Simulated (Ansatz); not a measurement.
# FH₃OSi + NH₃: a complex and its separated parts, part 2 of 2

Ansatz 0.2.0, Gaussian basis. Earlier steps stand in the parts before.

## (13) CAM-B3LYP-D4/def2-TZVPP

The inputs:

parta/in.yaml

```yaml
crystal:
  periodic: [false, false, false]
  atoms:
    - {symbol: Si, position_ang: [0.004646, 0.967398, -0.239364]}
    - {symbol: H, position_ang: [0.076663, 0.244090, -1.521861]}
    - {symbol: H, position_ang: [-1.187598, 0.625662, 0.571395]}
    - {symbol: O, position_ang: [0.048225, 2.554974, -0.604482]}
    - {symbol: F, position_ang: [1.268790, 0.549274, 0.640947]}
    - {symbol: H, position_ang: [-0.120784, 3.197069, 0.085985]}
basis:
  gaussian: {orbitals: def2-TZVPP}
hamiltonian: {xc: {name: CAM-B3LYP}, dispersion: d4}
```

partb/in.yaml

```yaml
crystal:
  periodic: [false, false, false]
  atoms:
    - {symbol: N, position_ang: [-0.053462, -1.762316, 0.201255]}
    - {symbol: H, position_ang: [-0.042066, -1.908349, 1.203201]}
    - {symbol: H, position_ang: [-0.806182, -2.326992, -0.172795]}
    - {symbol: H, position_ang: [0.811768, -2.140810, -0.164080]}
basis:
  gaussian: {orbitals: def2-TZVPP}
hamiltonian: {xc: {name: CAM-B3LYP}, dispersion: d4}
```

Each run has its own folder and the same command.

Command:

```bash
$ ansatz run in.yaml --threads 4 --pin off --events-out ev --progress --plain --max-ram 9574MiB
```

Output in parta, cut to the lines that bear on the results:

```text
Functional definition: CAM-B3LYP
  name "CAM-B3LYP"
  cite "Yanai, Tew & Handy, Chem. Phys. Lett. 393, 51 (2004) doi:10.1016/j.cplett.2004.06.011"
  cite "Iikura, Tsuneda, Yanai & Hirao, J. Chem. Phys. 115, 3540 (2001) doi:10.1063/1.1383587"
  cite "Becke, Phys. Rev. A 38, 3098 (1988) doi:10.1103/PhysRevA.38.3098"
  cite "Lee, Yang & Parr, Phys. Rev. B 37, 785 (1988) doi:10.1103/PhysRevB.37.785"
[...]
  # Exact exchange under (alpha + beta erf(omega r))/r, Becke's under what is left of 1/r.
[...]
775 factors; their error is unknown
183 factors; integrals over basis functions are off by at most 1.5e-5 eV
[...]
mean field -12694.95678734 eV, -466.5310569841 hartree, gradient 2.9e-5 eV, S^2 0.000000; 0 other end points of the search recorded, 0 dependent functions left out
reference -12694.95688655 eV, -466.5310606299 hartree; 17, 17 occupied and 129, 129 virtual orbitals, 775 factors
Total energy: -12695.01821120 eV, -466.5333142691 hartree
```

Log of partb, cut to the lines that bear on the results:

```text
[... 6 set-up lines as earlier in the session ...]
[...]
  # Exact exchange under (alpha + beta erf(omega r))/r, Becke's under what is left of 1/r.
[...]
332 factors; their error is unknown
102 factors; integrals over basis functions are off by at most 1.4e-5 eV
[...]
mean field -1539.00931741 eV, -56.5575492370 hartree, gradient 6.3e-5 eV, S^2 0.000000; 0 other end points of the search recorded, 0 dependent functions left out
reference -1539.00938550 eV, -56.5575517392 hartree; 5, 5 occupied and 68, 68 virtual orbitals, 332 factors
Total energy: -1539.01811048 eV, -56.5578723762 hartree
```

Times: 2.1 s (parta), 0.67 s (partb) on 4 threads of Intel Xeon at 2.50GHz, shared host.

## (14) wB97X-V/def2-TZVPP

The same edit goes into each in.yaml of step 13 (parta, partb):

```diff
-hamiltonian: {xc: {name: CAM-B3LYP}, dispersion: d4}
+hamiltonian: {xc: {name: wB97X-V}}
```

Each run has its own folder and the same command.

Command:

```bash
$ ansatz run in.yaml --threads 4 --pin off --events-out ev --progress --plain --max-ram 9574MiB
```

parta printed, cut to the lines that bear on the results:

```text
Functional definition: wB97X-V
  name "wB97X-V"
  cite "Mardirossian & Head-Gordon, Phys. Chem. Chem. Phys. 16, 9904 (2014) doi:10.1039/C3CP54374A"
[... 2 set-up lines as earlier in the session ...]
[...]
      + integral(e_c_pw_opposite_spin*poly(b97_u_opposite, cos0, cos1)) + vv10(b, c)
775 factors; their error is unknown
169 factors; integrals over basis functions are off by at most 1.2e-5 eV
[...]
mean field -12693.00461636 eV, -466.4593160237 hartree, gradient 3.4e-5 eV, S^2 0.000000; 0 other end points of the search recorded, 0 dependent functions left out
reference -12693.00461477 eV, -466.4593159651 hartree; 17, 17 occupied and 129, 129 virtual orbitals, 775 factors
Total energy: -12693.00461477 eV, -466.4593159651 hartree
```

partb printed, cut to the lines that bear on the results:

```text
[... 5 set-up lines as earlier in the session ...]
[...]
      + integral(e_c_pw_opposite_spin*poly(b97_u_opposite, cos0, cos1)) + vv10(b, c)
332 factors; their error is unknown
93 factors; integrals over basis functions are off by at most 7.9e-6 eV
[...]
mean field -1539.14323642 eV, -56.5624706695 hartree, gradient 1.3e-5 eV, S^2 0.000000; 0 other end points of the search recorded, 0 dependent functions left out
reference -1539.14323532 eV, -56.5624706291 hartree; 5, 5 occupied and 68, 68 virtual orbitals, 332 factors
Total energy: -1539.14323532 eV, -56.5624706291 hartree
```

Wall times: 4 s (parta), 1.3 s (partb) on 4 threads of Intel Xeon at 2.50GHz, shared host.

## (15) wB97M-V/def2-TZVPP

Each input of step 14 (parta, partb) changes in the same lines:

```diff
-hamiltonian: {xc: {name: wB97X-V}}
+hamiltonian: {xc: {name: wB97M-V}}
```

One command serves all of them, each in its own folder.

Command:

```bash
$ ansatz run in.yaml --threads 4 --pin off --events-out ev --progress --plain --max-ram 9574MiB
```

Log of parta, cut to the lines that bear on the results:

```text
Functional definition: wB97M-V
  name "wB97M-V"
  cite "Mardirossian & Head-Gordon, J. Chem. Phys. 144, 214110 (2016) doi:10.1063/1.4952647"
[... 2 set-up lines as earlier in the session ...]
  # Of w^i u^j: cxij and so on, Table III.
[...]
  gx(w, u) = 1 - cx + cx01*u + cx10*w
[...]
      + integral(e_c_pw_mod_opposite_spin*gos(b97_w_opposite, b97_u_opposite)) + vv10(b, c)
775 factors; their error is unknown
169 factors; integrals over basis functions are off by at most 1.2e-5 eV
[...]
mean field -12693.97072671 eV, -466.4948199242 hartree, gradient 3.3e-5 eV, S^2 0.000000; 0 other end points of the search recorded, 0 dependent functions left out
reference -12693.97076585 eV, -466.4948213626 hartree; 17, 17 occupied and 129, 129 virtual orbitals, 775 factors
Total energy: -12693.97076585 eV, -466.4948213626 hartree
```

Log of partb, cut to the lines that bear on the results:

```text
[... 5 set-up lines as earlier in the session ...]
  # Of w^i u^j: cxij and so on, Table III.
[...]
  gx(w, u) = 1 - cx + cx01*u + cx10*w
[...]
      + integral(e_c_pw_mod_opposite_spin*gos(b97_w_opposite, b97_u_opposite)) + vv10(b, c)
332 factors; their error is unknown
93 factors; integrals over basis functions are off by at most 7.9e-6 eV
[...]
mean field -1538.84210617 eV, -56.5514043369 hartree, gradient 5.4e-5 eV, S^2 0.000000; 0 other end points of the search recorded, 0 dependent functions left out
reference -1538.84213304 eV, -56.5514053245 hartree; 5, 5 occupied and 68, 68 virtual orbitals, 332 factors
Total energy: -1538.84213304 eV, -56.5514053245 hartree
```

Times: 3.9 s (parta), 1.3 s (partb) on 4 threads of Intel Xeon at 2.50GHz, shared host.

## (16) B2PLYP/def2-TZVPP

Each input of step 15 (parta, partb) changes in the same lines:

```diff
-hamiltonian: {xc: {name: wB97M-V}}
+hamiltonian: {xc: {name: B2PLYP}}
```

One command serves all of them, each in its own folder.

Command:

```bash
$ ansatz run in.yaml --threads 4 --pin off --events-out ev --progress --plain --max-ram 9574MiB
```

parta printed, cut to the lines that bear on the results:

```text
Functional definition: B2PLYP
  name "B2PLYP"
  cite "Grimme, J. Chem. Phys. 124, 034108 (2006) doi:10.1063/1.2148954"
[... 2 set-up lines as earlier in the session ...]
[...]
881 factors; integrals over basis functions are off by at most 1.1e-3 eV
[...]
mean field -12684.58127109 eV, -466.1497637944 hartree, gradient 9.6e-6 eV, S^2 0.000000; 0 other end points of the search recorded, 0 dependent functions left out
7 core orbitals not correlated: weight in the atoms' cores, before any rotation towards them, 1.000 or more for the frozen orbitals, at most 0.000 for the correlated occupied ones
reference -12684.58139940 eV, -466.1497685098 hartree; 10, 10 occupied and 129, 129 virtual orbitals, 881 factors
second order -19.98391173 eV of doubles, -0.00000000 eV of singles
Total energy: -12689.97705557 eV, -466.3480552166 hartree
```

Log of partb, cut to the lines that bear on the results:

```text
[... 5 set-up lines as earlier in the session ...]
[...]
416 factors; integrals over basis functions are off by at most 9.5e-4 eV
[...]
mean field -1536.38009978 eV, -56.4609272713 hartree, gradient 8.3e-6 eV, S^2 0.000000; 0 other end points of the search recorded, 0 dependent functions left out
1 core orbitals not correlated: weight in the atoms' cores, before any rotation towards them, 1.000 or more for the frozen orbitals, at most 0.000 for the correlated occupied ones
reference -1536.38019001 eV, -56.4609305870 hartree; 4, 4 occupied and 68, 68 virtual orbitals, 416 factors
second order -7.62109918 eV of doubles, -0.00000000 eV of singles
Total energy: -1538.43788679 eV, -56.5365495488 hartree
```

Wall times: 2.7 s (parta), 0.81 s (partb) on 4 threads of Intel Xeon at 2.50GHz, shared host.

## (17) PBE-QIDH/def2-TZVPP

The same edit goes into each in.yaml of step 16 (parta, partb):

```diff
-hamiltonian: {xc: {name: B2PLYP}}
+hamiltonian: {xc: {name: PBE-QIDH}}
```

The same command starts each run, in its folder.

Command:

```bash
$ ansatz run in.yaml --threads 4 --pin off --events-out ev --progress --plain --max-ram 9574MiB
```

Output in parta, cut to the lines that bear on the results:

```text
Functional definition: PBE-QIDH
  name "PBE-QIDH"
  cite "Brémond, Sancho-García, Pérez-Jiménez & Adamo, J. Chem. Phys. 141, 031101 (2014) doi:10.1063/1.4890314"
[... 1 set-up line as earlier in the session ...]
[...]
881 factors; integrals over basis functions are off by at most 1.1e-3 eV
[...]
mean field -12678.73687444 eV, -465.9349861791 hartree, gradient 2.1e-6 eV, S^2 0.000000; 0 other end points of the search recorded, 0 dependent functions left out
7 core orbitals not correlated: weight in the atoms' cores, before any rotation towards them, 1.000 or more for the frozen orbitals, at most 0.000 for the correlated occupied ones
reference -12678.73688407 eV, -465.9349865330 hartree; 10, 10 occupied and 129, 129 virtual orbitals, 881 factors
second order -18.65534864 eV of doubles, -0.00000000 eV of singles
Total energy: -12684.95533362 eV, -466.1635103389 hartree
```

Log of partb, cut to the lines that bear on the results:

```text
[... 4 set-up lines as earlier in the session ...]
[...]
416 factors; integrals over basis functions are off by at most 9.5e-4 eV
[...]
mean field -1535.33267409 eV, -56.4224350868 hartree, gradient 2.1e-6 eV, S^2 0.000000; 0 other end points of the search recorded, 0 dependent functions left out
1 core orbitals not correlated: weight in the atoms' cores, before any rotation towards them, 1.000 or more for the frozen orbitals, at most 0.000 for the correlated occupied ones
reference -1535.33268085 eV, -56.4224353355 hartree; 4, 4 occupied and 68, 68 virtual orbitals, 416 factors
second order -7.10235182 eV of doubles, -0.00000000 eV of singles
Total energy: -1537.70013146 eV, -56.5094375405 hartree
```

They took 3.3 s (parta), 0.82 s (partb) on 4 threads of Intel Xeon at 2.50GHz, shared host.

## (18) RPA on PBE/def2-TZVPP

Each input of step 17 (parta, partb) changes in the same lines:

```diff
-hamiltonian: {xc: {name: PBE-QIDH}}
+hamiltonian: {xc: pbe}
+correlation: {method: rpa}
```

The same command starts each run, in its folder.

Command:

```bash
$ ansatz run in.yaml --threads 4 --pin off --events-out ev --progress --plain --max-ram 9574MiB
```

Output in parta, cut to the lines that bear on the results:

```text
[... 4 set-up lines as earlier in the session ...]
[...]
881 factors; integrals over basis functions are off by at most 1.1e-3 eV
[...]
mean field -12686.83710132 eV, -466.2326640266 hartree, gradient 2.1e-6 eV, S^2 0.000000; 0 other end points of the search recorded, 0 dependent functions left out
7 core orbitals not correlated: weight in the atoms' cores, before any rotation towards them, 1.000 or more for the frozen orbitals, at most 0.000 for the correlated occupied ones
reference -12657.47231815 eV, -465.1535281493 hartree; 10, 10 occupied and 129, 129 virtual orbitals, 881 factors
Total energy: -12683.94421149 eV, -466.1263522862 hartree
```

Output in partb, cut to the lines that bear on the results:

```text
[... 4 set-up lines as earlier in the session ...]
[...]
416 factors; integrals over basis functions are off by at most 9.5e-4 eV
[...]
mean field -1537.73153867 eV, -56.5105917344 hartree, gradient 7.2e-6 eV, S^2 0.000000; 0 other end points of the search recorded, 0 dependent functions left out
1 core orbitals not correlated: weight in the atoms' cores, before any rotation towards them, 1.000 or more for the frozen orbitals, at most 0.000 for the correlated occupied ones
reference -1529.64061756 eV, -56.2132558678 hartree; 4, 4 occupied and 68, 68 virtual orbitals, 416 factors
Total energy: -1540.11755375 eV, -56.5982761711 hartree
```

Wall times: 2.9 s (parta), 0.86 s (partb) on 4 threads of Intel Xeon at 2.50GHz, shared host.

## (19) CCSD(T)/def2-TZVPP

The same edit goes into each in.yaml of step 18 (parta, partb):

```diff
-hamiltonian: {xc: pbe}
-correlation: {method: rpa}
+correlation: {method: ccsd_t}
```

One command serves all of them, each in its own folder.

Command:

```bash
$ ansatz run in.yaml --threads 4 --pin off --events-out ev --progress --plain --max-ram 9574MiB
```

Output in parta, cut to the lines that bear on the results:

```text
Functional definition: HF
  name "HF"
  cite "Fock, Z. Phys. 61, 126 (1930) doi:10.1007/BF01340294"
[... 1 set-up line as earlier in the session ...]
[...]
881 factors; integrals over basis functions are off by at most 1.1e-3 eV
[...]
mean field -12658.59314226 eV, -465.1947176753 hartree, gradient 2.1e-6 eV, S^2 0.000000; 0 other end points of the search recorded, 0 dependent functions left out
7 core orbitals not correlated: weight in the atoms' cores, before any rotation towards them, 1.000 or more for the frozen orbitals, at most 0.000 for the correlated occupied ones
reference -12658.59314226 eV, -465.1947176753 hartree; 10, 10 occupied and 129, 129 virtual orbitals, 881 factors
second order -16.76676570 eV of doubles, -0.00000000 eV of singles
cycle   1  -16.79189975 eV  change   -2.5e-2 eV  update   8.3e-2
[...]
cycle   9  -17.22933055 eV  change   -4.9e-6 eV  update   9.6e-6
perturbative correction -0.51128108 eV, -0.0187892330 hartree
Total energy: -12676.33375389 eV, -465.8466731277 hartree
```

Output in partb, cut to the lines that bear on the results:

```text
[... 4 set-up lines as earlier in the session ...]
[...]
416 factors; integrals over basis functions are off by at most 9.5e-4 eV
[...]
mean field -1529.85246144 eV, -56.2210409867 hartree, gradient 4.1e-6 eV, S^2 0.000000; 0 other end points of the search recorded, 0 dependent functions left out
1 core orbitals not correlated: weight in the atoms' cores, before any rotation towards them, 1.000 or more for the frozen orbitals, at most 0.000 for the correlated occupied ones
reference -1529.85246144 eV, -56.2210409867 hartree; 4, 4 occupied and 68, 68 virtual orbitals, 416 factors
second order -6.38832045 eV of doubles, -0.00000000 eV of singles
cycle   1  -6.57736740 eV  change   -1.9e-1 eV  update   3.9e-2
[...]
cycle   9  -6.72926914 eV  change    3.2e-6 eV  update   2.3e-6
perturbative correction -0.20702565 eV, -0.0076080522 hartree
Total energy: -1536.78875623 eV, -56.4759451185 hartree
```

They took 14 s (parta), 1.2 s (partb) on 4 threads of Intel Xeon at 2.50GHz, shared host; peak memory 0.92 GiB.

## (20) Vibrations of FH₃OSi

File vib-parta/in.yaml:

```yaml
crystal:
  periodic: [false, false, false]
  atoms:
    - {symbol: Si, position_ang: [0.004646, 0.967398, -0.239364]}
    - {symbol: H, position_ang: [0.076663, 0.244090, -1.521861]}
    - {symbol: H, position_ang: [-1.187598, 0.625662, 0.571395]}
    - {symbol: O, position_ang: [0.048225, 2.554974, -0.604482]}
    - {symbol: F, position_ang: [1.268790, 0.549274, 0.640947]}
    - {symbol: H, position_ang: [-0.120784, 3.197069, 0.085985]}
basis:
  gaussian: {orbitals: def2-TZVP}
hamiltonian: {xc: pbe0, dispersion: d4}
phonons: {temperatures: {t_min: 298.15, t_max: 900, t_step: 200}}
```

Command:

```bash
$ ansatz run in.yaml --threads 4 --pin off --events-out ev --progress --plain --max-ram 9574MiB
```

Standard output, cut to the lines that bear on the results:

```text
[... 5 set-up lines as earlier in the session ...]
[...]
707 factors; their error is unknown
[...]
mean field -12687.62916830 eV, -466.2617719510 hartree, gradient 3.6e-5 eV, S^2 0.000000; 0 other end points of the search recorded, 0 dependent functions left out
[...]
Atom 3 at     0.048225     2.554974    -0.604482 Å, force     0.001095    -0.002724    -0.002401 eV/Å
Atom 4 at     1.268790     0.549274     0.640947 Å, force    -0.000485     0.000151    -0.000808 eV/Å
Atom 5 at    -0.120784     3.197069     0.085985 Å, force    -0.000419     0.000644     0.001725 eV/Å
Dipole moment:    -0.264341     0.176546     0.117225 e Å
Vibrations: 241.60 334.34 645.48 759.12 832.44 873.81 915.39 968.02 987.21 2247.29 2292.31 3928.91 cm⁻¹, zero-point energy 0.931489 eV
```

It took 50 s on 4 threads of Intel Xeon at 2.50GHz, shared host.

Wavenumbers and character of the modes:

| mode | wavenumber (cm⁻¹) | character |
| --- | --- | --- |
| 1 | 242 | torsion |
| 2 | 334 | bend |
| 3 | 645 | bend |
| 4 | 759 | bend |
| 5 | 832 | bend with Si–O stretch |
| 6 | 874 | Si–F stretch with bend |
| 7 | 915 | bend with Si–O stretch |
| 8 | 968 | bend with wag or twist |
| 9 | 987 | bend with Si–O stretch |
| 10 | 2247 | Si–H stretch |
| 11 | 2292 | Si–H stretch |
| 12 | 3929 | O–H stretch |

Vibrational sums (real modes only):

| T (K) | entropy (J/mol/K) | heat capacity (J/mol/K) |
| --- | --- | --- |
| 298 | 18.1 | 31.3 |
| 498 | 39.7 | 52.6 |
| 698 | 59.5 | 64.9 |
| 898 | 76.9 | 72.9 |

## (21) Vibrations of NH₃

File vib-partb/in.yaml:

```yaml
crystal:
  periodic: [false, false, false]
  atoms:
    - {symbol: N, position_ang: [-0.053462, -1.762316, 0.201255]}
    - {symbol: H, position_ang: [-0.042066, -1.908349, 1.203201]}
    - {symbol: H, position_ang: [-0.806182, -2.326992, -0.172795]}
    - {symbol: H, position_ang: [0.811768, -2.140810, -0.164080]}
basis:
  gaussian: {orbitals: def2-TZVP}
hamiltonian: {xc: pbe0, dispersion: d4}
phonons: {temperatures: {t_min: 298.15, t_max: 900, t_step: 200}}
```

Command:

```bash
$ ansatz run in.yaml --threads 4 --pin off --events-out ev --progress --plain --max-ram 9574MiB
```

Standard output, cut to the lines that bear on the results:

```text
[... 5 set-up lines as earlier in the session ...]
[...]
287 factors; their error is unknown
[...]
mean field -1537.79931132 eV, -56.5130823330 hartree, gradient 1.3e-5 eV, S^2 0.000000; 0 other end points of the search recorded, 0 dependent functions left out
[...]
Atom 1 at    -0.042066    -1.908349     1.203201 Å, force     0.000068    -0.000002    -0.001249 eV/Å
Atom 2 at    -0.806182    -2.326992    -0.172795 Å, force     0.001114     0.000664     0.000582 eV/Å
Atom 3 at     0.811768    -2.140810    -0.164080 Å, force    -0.001069     0.000307     0.000572 eV/Å
Dipole moment:     0.038761    -0.340709     0.082132 e Å
Vibrations: 1031.05 1669.60 1669.61 3502.01 3631.09 3631.15 cm⁻¹, zero-point energy 0.938220 eV
```

Run time: 4.4 s. Hardware: 4 threads of Intel Xeon at 2.50GHz, shared host.

Wavenumbers and character of the modes:

| mode | wavenumber (cm⁻¹) | character |
| --- | --- | --- |
| 1 | 1031 | bend |
| 2 | 1670 | bend |
| 3 | 1670 | bend |
| 4 | 3502 | N–H stretch |
| 5 | 3631 | N–H stretch |
| 6 | 3631 | N–H stretch |

Vibrational sums (real modes only):

| T (K) | entropy (J/mol/K) | heat capacity (J/mol/K) |
| --- | --- | --- |
| 298 | 0.4 | 1.8 |
| 498 | 2.6 | 7.4 |
| 698 | 6.0 | 13.4 |
| 898 | 10.0 | 18.8 |

## (22) Complex less separated parts

The complex's own energies come from single points at the same levels.

Rows are in def2-TZVPP; times add the 3 runs of a level on a shared host, so small differences are noise.

Differences are taken before rounding.

| method | rung | complex less parts (kJ/mol) | from CCSD(T) (kJ/mol) | time |
| --- | --- | --- | --- | --- |
| SPW92 | LDA | -35.6 | -19.1 | 3.4 s |
| PBE-D4 | GGA | -21.9 | -5.4 | 4.6 s |
| BLYP-D4 | GGA | -17.9 | -1.4 | 4.6 s |
| r2SCAN-D4 | meta-GGA | -20.0 | -3.4 | 7.8 s |
| B97M-V | meta-GGA | -18.3 | -1.8 | 13 s |
| PBE0-D4 | hybrid | -20.6 | -4.1 | 6.4 s |
| B3LYP-D4 | hybrid | -17.8 | -1.3 | 6.4 s |
| r2SCAN0-D4 | hybrid | -19.9 | -3.4 | 9.7 s |
| BHLYP-D4 | hybrid | -18.0 | -1.5 | 6.4 s |
| CAM-B3LYP-D4 | range-separated hybrid | -18.5 | -2.0 | 7.5 s |
| wB97X-V | range-separated hybrid | -18.7 | -2.2 | 14 s |
| wB97M-V | range-separated hybrid | -21.0 | -4.5 | 14 s |
| B2PLYP | double hybrid | -12.4 | +4.1 | 11 s |
| PBE-QIDH | double hybrid | -17.0 | -0.5 | 12 s |
| RPA on PBE | RPA | -13.5 | +3.0 | 11 s |
| Hartree-Fock | wavefunction | -0.2 | +16.3 |  |
| MP2 | wavefunction | -16.6 | -0.1 |  |
| CCSD | wavefunction | -14.2 | +2.3 |  |
| CCSD(T) | wavefunction | -16.5 | 0 | 1.9 min |

Among the levels timed on like hardware and quicker than the yardstick, those that no quicker one beats, quickest first: SPW92 (3.4 s, -19.1 kJ/mol); PBE-D4 (4.6 s, -5.4 kJ/mol); BLYP-D4 (4.6 s, -1.4 kJ/mol); B3LYP-D4 (6.4 s, -1.3 kJ/mol); PBE-QIDH (12 s, -0.5 kJ/mol).

PBE-QIDH reaches 0.5 kJ/mol from the reference in 12 s, where CCSD(T) took 1.9 min; the quickest level in the cost chart, SPW92, takes 3.4 s and misses by 19.1 kJ/mol.

The complex's zero-point energy, from a separate PBE0-D4 run, is 1.941 eV.

## (23) Results

The summary covers parts 1 to 2.

| quantity | value |
| --- | --- |
| complex less parts, CCSD(T)/def2-TZVPP | -16.5 kJ/mol |
| with zero-point energy | -9.6 kJ/mol |
| largest T1 diagnostic | 0.011 |

At CCSD(T) the complex lies 16.5 kJ/mol below its parts. The functionals run from PBE-QIDH, off by -0.5 kJ/mol, to SPW92, off by -19.1 kJ/mol, against CCSD(T). Mean unsigned error by rung: LDA 19.1, GGA 3.4, meta-GGA 2.6, hybrid 2.6, range-separated hybrid 2.9, double hybrid 2.3 kJ/mol. The double hybrids carry no dispersion term here, unlike the levels marked D4 or V. PBE-D4 gives a relative energy 5.4 kJ/mol too low, outside chemical accuracy (1 kcal/mol, 4.2 kJ/mol). No counterpoise was applied, and triple zeta lacks some correlation, so the CCSD(T) reference has a basis error of its own, and close matches with it are partly luck.
